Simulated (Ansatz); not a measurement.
This was printed by a script on Ansatz 0.2.0 through its Python package, for harmonic frequencies at the relaxed geometry of B₂H₄OSi, SMILES B[SiH]1BO1. What did the script look like? Level of theory (for the species named): PBE, 6-31G* basis, multiplicity 1.

```xyz
8

B    -0.4808    1.3879   -0.3592
Si    0.7611    0.0031   -0.1465
B     0.0066   -1.7884    0.3132
O     0.5345   -0.7655    1.2978
H    -1.1828    1.4289   -1.3709
H    -1.0123    1.9179    0.5980
H     2.2364    0.2380   -0.2888
H    -0.7705   -2.4791   -0.0994
```

```console
$ python b2h4osi.py
final positions (A) and the move of each atom
B    -0.60592    1.51392   -0.37017    0.1779
Si    0.64094    0.01762   -0.23350    0.1491
B    -0.00721   -1.73697    0.38597    0.0902
O     0.54118   -0.96779    1.32133    0.2038
H    -0.58235    2.24111   -1.33073    1.0109
H    -1.49029    1.63689    0.43775    0.5772
H     2.08062    0.07531   -0.64302    0.4198
H    -0.48477   -2.83729    0.37656    0.6607
mode  1     133.5 1/cm    16.55 meV
mode  2     181.6 1/cm    22.52 meV
mode  3     331.1 1/cm    41.06 meV
mode  4     491.7 1/cm    60.96 meV
mode  5     530.9 1/cm    65.82 meV
mode  6     573.9 1/cm    71.16 meV
mode  7     623.0 1/cm    77.25 meV
mode  8     664.4 1/cm    82.37 meV
mode  9     712.1 1/cm    88.29 meV
mode 10     765.3 1/cm    94.88 meV
mode 11     852.2 1/cm   105.66 meV
mode 12     896.3 1/cm   111.13 meV
mode 13    1123.4 1/cm   139.29 meV
mode 14    1358.9 1/cm   168.48 meV
mode 15    2192.1 1/cm   271.79 meV
mode 16    2562.6 1/cm   317.72 meV
mode 17    2654.0 1/cm   329.05 meV
mode 18    2659.3 1/cm   329.71 meV
imaginary modes: 0  zero-point energy: 1.1968 eV
T (K)   F_vib (eV)   S_vib (meV/K)   C_vib (meV/K)
 100.0      1.1947        0.0721          0.1408
 200.0      1.1797        0.2370          0.3723
 300.0      1.1463        0.4332          0.6021
 400.0      1.0930        0.6312          0.7730
 500.0      1.0204        0.8177          0.8973
```

One script that gives this output:

`b2h4osi.py`:
```python
# -*- coding: utf-8 -*-
"""Vibrations of B2H4OSi."""

import ansatz as az
import numpy as np

geometry_ang = [
    ("B", (-0.4808, 1.3879, -0.3592)),
    ("Si", (0.7611, 0.0031, -0.1465)),
    ("B", (0.0066, -1.7884, 0.3132)),
    ("O", (0.5345, -0.7655, 1.2978)),
    ("H", (-1.1828, 1.4289, -1.3709)),
    ("H", (-1.0123, 1.9179, 0.598)),
    ("H", (2.2364, 0.238, -0.2888)),
    ("H", (-0.7705, -2.4791, -0.0994)),
]
molecule = az.Crystal.molecule()
for symbol, xyz in geometry_ang:
    molecule = molecule.atom(symbol, xyz)

model = molecule.calculation().basis(gaussian="6-31G*").functional("pbe")
symbols = [site.symbol for site in molecule.cartesian_sites]
start = np.array([site.position_ang for site in molecule.cartesian_sites], dtype=float)
rep = model.relax(force_tolerance=0.003, max_steps=100).run(threads=1, backend="cpu").report
end = np.array(rep["positions_ang"])

print("final positions (A) and the move of each atom")
for symbol, xyz, old in zip(symbols, end, start):
    print(f"{symbol:2s} {xyz[0]:10.5f} {xyz[1]:10.5f} {xyz[2]:10.5f}   {np.linalg.norm(xyz - old):7.4f}")

# same settings at the minimum
minimum = az.Crystal.molecule()
for symbol, place in zip(symbols, end):
    minimum = minimum.atom(symbol, place.tolist())
vibrating = (
    minimum.calculation()
    .basis(gaussian="6-31G*")
    .functional("pbe")
    .phonons(temperatures=(100, 500, 100))
)
vib = vibrating.run(threads=1, backend="cpu").report["vibrations"]
sums = vib["harmonic_sums"]
modes = [m["omega_inv_cm"] for m in sums["modes_at_gamma"] if m["rigid_motion"] == "no"]
for number, w in enumerate(modes, start=1):
    print(f"mode {number:2d} {w:9.1f} 1/cm {w / 8065.544 * 1000:8.2f} meV")
print("imaginary modes:", sum(w < 0 for w in modes), " zero-point energy:", round(sums["zero_point_energy_ev"], 4), "eV")
print("T (K)   F_vib (eV)   S_vib (meV/K)   C_vib (meV/K)")
for row in zip(sums["temperatures_k"], sums["vibrational_free_energy_ev"], vib["entropy_ev_per_k"], vib["heat_capacity_ev_per_k"]):
    print(f"{row[0]:6.1f} {row[1]:11.4f} {1000 * row[2]:13.4f} {1000 * row[3]:15.4f}")
```

The settings weren't tested for convergence. The frequencies are harmonic and unscaled, in a modest basis. The result belongs to the one conformer reached from this start, and soft torsions count as harmonic oscillators. Finished in 63 s on 1 thread of Intel(R) Xeon(R) 6975P-C (Granite Rapids) (shared host), peak memory 0.21 GiB.

(A comment or docstring line of the script was reworded after the run, the code is as it ran; lines on the test bed's own set-up are left out of the output.)
